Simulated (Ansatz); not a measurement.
# CH7BO2Si: the cost of one run

All numbers below are computed with Ansatz 0.2.0 (RKS r2SCAN/6-31G).

## 1. The starting structure

Bond lengths: B1–Si2 1.930 Å, Si2–O3 1.718 Å, Si2–O4 1.771 Å, O4–C5 1.430 Å, B1–H6 1.124 Å, B1–H7 1.230 Å, Si2–H8 1.430 Å, O3–H9 1.046 Å, C5–H10 1.103 Å, C5–H11 1.099 Å, C5–H12 1.103 Å. Angles (14 of 17 angles, heavy atoms first): B1–Si2–O3 110.3°, B1–Si2–O4 107.0°, O3–Si2–O4 108.8°, Si2–O4–C5 106.3°, B1–Si2–H8 110.7°, O3–Si2–H8 107.6°, O4–Si2–H8 112.5°, Si2–B1–H6 124.7°, Si2–B1–H7 117.4°, Si2–O3–H9 102.4°, O4–C5–H10 112.3°, O4–C5–H11 104.9°, O4–C5–H12 108.3°, H6–B1–H7 117.9°.

Coordinates:

```xyz
12

B    -0.6323    1.1382    1.8964
Si   -0.4588    0.4332    0.1078
O     0.1631    1.6358   -0.9492
O     0.6958   -0.9068    0.1895
C     0.5877   -1.6053   -1.0539
H    -0.1166    0.7175    2.8021
H    -1.3530    2.1235    2.0490
H    -1.7323    0.0268   -0.4000
H     1.1261    1.7899   -0.5715
H    -0.4264   -2.0054   -1.2226
H     1.2709   -2.4603   -0.9581
H     0.9528   -0.9422   -1.8555
```

## 2. Relaxing the start

input.yaml reads:

```yaml
crystal:
  periodic: [false, false, false]
  atoms:
    - { symbol: B, position_ang: [-0.6323, 1.1382, 1.8964] }
    - { symbol: Si, position_ang: [-0.4588, 0.4332, 0.1078] }
    - { symbol: O, position_ang: [0.1631, 1.6358, -0.9492] }
    - { symbol: O, position_ang: [0.6958, -0.9068, 0.1895] }
    - { symbol: C, position_ang: [0.5877, -1.6053, -1.0539] }
    - { symbol: H, position_ang: [-0.1166, 0.7175, 2.8021] }
    - { symbol: H, position_ang: [-1.353, 2.1235, 2.049] }
    - { symbol: H, position_ang: [-1.7323, 0.0268, -0.4] }
    - { symbol: H, position_ang: [1.1261, 1.7899, -0.5715] }
    - { symbol: H, position_ang: [-0.4264, -2.0054, -1.2226] }
    - { symbol: H, position_ang: [1.2709, -2.4603, -0.9581] }
    - { symbol: H, position_ang: [0.9528, -0.9422, -1.8555] }
basis:
  gaussian: { orbitals: "6-31G" }
hamiltonian:
  xc: r2scan
relax:
  f_tol: 0.02
  max_steps: 40
scf:
  lower_state_search: "off"
```

Started as:

```
ansatz run input.yaml --threads 2 --pin off --max-ram 3072MiB --backend cpu --events-out ev --progress --plain --runs-dir out
```

Q: Estimate wall time and peak memory on 2 threads of Arm Neoverse N1, shared host.

About 1.7 min, with a peak of 0.16 GiB.
